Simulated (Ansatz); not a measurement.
# C2H10ClNOSi2: a ladder of functionals and wavefunction methods

One table from this session's results is given with a row withheld; the runs are named, their logs left out.

Method: functionals in def2-TZVPP, the program's frozen cores in correlated methods; program: Ansatz 0.2.0, Gaussian basis.

Levels to be run: LDA (SPW92), PBE-D4, revPBE-D4, BLYP-D4, r2SCAN-D4, B97M-V, PBE0-D4, B3LYP-D4, r2SCANh-D4, r2SCAN0-D4, HSE06-D4, BHLYP-D4, CAM-B3LYP-D4, LC-ωPBE, ωB97X-V, ωB97M-V, B2PLYP, PBE-QIDH; CCSD(T)/def2-SVP; CCSD(T)/def2-TZVPP.

## The geometry

All runs share one geometry, relaxed beforehand with PBE0-D4 in a triple-zeta def2 set.

SMILES `CN(C)[SiH](Cl)O[SiH3]`, 17 atoms, charge 0, spin multiplicity 1.

Atoms are counted from 1 here; the program's logs count them from 0.

Bond lengths: C1–N2 1.444 Å, C1–H8 1.099 Å, C1–H9 1.096 Å, C1–H10 1.093 Å, N2–C3 1.444 Å, N2–Si4 1.691 Å, C3–H11 1.096 Å, C3–H12 1.098 Å, C3–H13 1.091 Å, Si4–Cl5 2.076 Å, Si4–O6 1.621 Å, Si4–H14 1.474 Å, O6–Si7 1.644 Å, Si7–H15 1.485 Å, Si7–H16 1.484 Å, Si7–H17 1.483 Å. Angles: N2–C1–H8 112.2°, N2–C1–H9 110.4°, N2–C1–H10 110.5°, H8–C1–H9 107.9°, H8–C1–H10 107.9°, H9–C1–H10 107.7°, C1–N2–C3 114.1°, C1–N2–Si4 120.4°, C3–N2–Si4 122.4°, N2–C3–H11 110.3°, N2–C3–H12 112.1°, N2–C3–H13 110.5°, H11–C3–H12 107.9°, H11–C3–H13 107.8°, H12–C3–H13 108.2°, N2–Si4–Cl5 113.6°, N2–Si4–O6 109.5°, N2–Si4–H14 108.9° and more.

The first run:

in.yaml

```yaml
crystal:
  periodic: [false, false, false]
  atoms:
    - {symbol: C, position_ang: [-0.691275, -0.944022, 2.229454]}
    - {symbol: N, position_ang: [-0.501468, -0.552815, 0.852708]}
    - {symbol: C, position_ang: [-1.725868, -0.455601, 0.093256]}
    - {symbol: Si, position_ang: [0.927255, 0.212447, 0.368831]}
    - {symbol: Cl, position_ang: [0.937740, 2.257221, 0.730072]}
    - {symbol: O, position_ang: [1.119784, 0.039312, -1.231765]}
    - {symbol: Si, position_ang: [1.483982, 0.888576, -2.590913]}
    - {symbol: H, position_ang: [-1.310841, -0.225769, 2.783510]}
    - {symbol: H, position_ang: [-1.180194, -1.923754, 2.284604]}
    - {symbol: H, position_ang: [0.270870, -1.022794, 2.741103]}
    - {symbol: H, position_ang: [-2.248980, -1.418969, 0.091369]}
    - {symbol: H, position_ang: [-2.409384, 0.298425, 0.506650]}
    - {symbol: H, position_ang: [-1.512069, -0.190963, -0.943232]}
    - {symbol: H, position_ang: [2.053023, -0.343824, 1.141054]}
    - {symbol: H, position_ang: [0.355650, 1.785434, -2.946797]}
    - {symbol: H, position_ang: [2.715053, 1.692851, -2.391192]}
    - {symbol: H, position_ang: [1.697623, -0.096250, -3.678415]}
basis:
  gaussian: {orbitals: def2-TZVPP}
hamiltonian: {xc: lda}
output: {orbitals: {seedname: orbitals}}
```

Steps of the session up to this table: LDA; PBE-D4 (GGA); revPBE-D4 (GGA); BLYP-D4 (GGA); r2SCAN-D4 (meta-GGA); B97M-V (meta-GGA); PBE0-D4 (hybrid); B3LYP-D4 (hybrid); r2SCANh-D4 (hybrid); r2SCAN0-D4 (hybrid); HSE06-D4 (hybrid); BHLYP-D4 (hybrid); CAM-B3LYP-D4 (range-separated); LC-ωPBE (range-separated); ωB97X-V (range-separated); ωB97M-V (range-separated); B2PLYP (double hybrid); PBE-QIDH (double hybrid).

One of the session's tables, all rows but one given; the rest of the session is left out.

It belongs to the step «Frontier levels by functional». 

| functional | HOMO (eV) | gap (eV) |
| --- | --- | --- |
| LDA (SPW92) | -5.65 | 4.65 |
| PBE-D4 | -5.54 | 4.82 |
| revPBE-D4 | -5.49 | 4.90 |
| BLYP-D4 | -5.42 | 4.85 |
| r2SCAN-D4 | -5.78 | 5.48 |
| B97M-V | -5.95 | 5.37 |
| PBE0-D4 | -6.85 | 7.01 |
| B3LYP-D4 | -6.63 | 6.58 |
| r2SCANh-D4 | -6.27 | 6.26 |
| r2SCAN0-D4 | -7.02 | 7.44 |
| HSE06-D4 | -6.45 | 6.23 |
| BHLYP-D4 | -8.10 | 9.14 |
| CAM-B3LYP-D4 | -8.22 | 9.36 |
| LC-ωPBE | -9.56 | 11.90 |
| ωB97X-V | -9.24 | 11.40 |
| ωB97M-V | ? | ? |

Q: Estimate the row for ωB97M-V from the others.

As computed: HOMO (eV): -9.15; gap (eV): 10.99. In the column «HOMO (eV)» it lies between ωB97X-V (-9.24) and CAM-B3LYP-D4 (-8.22).
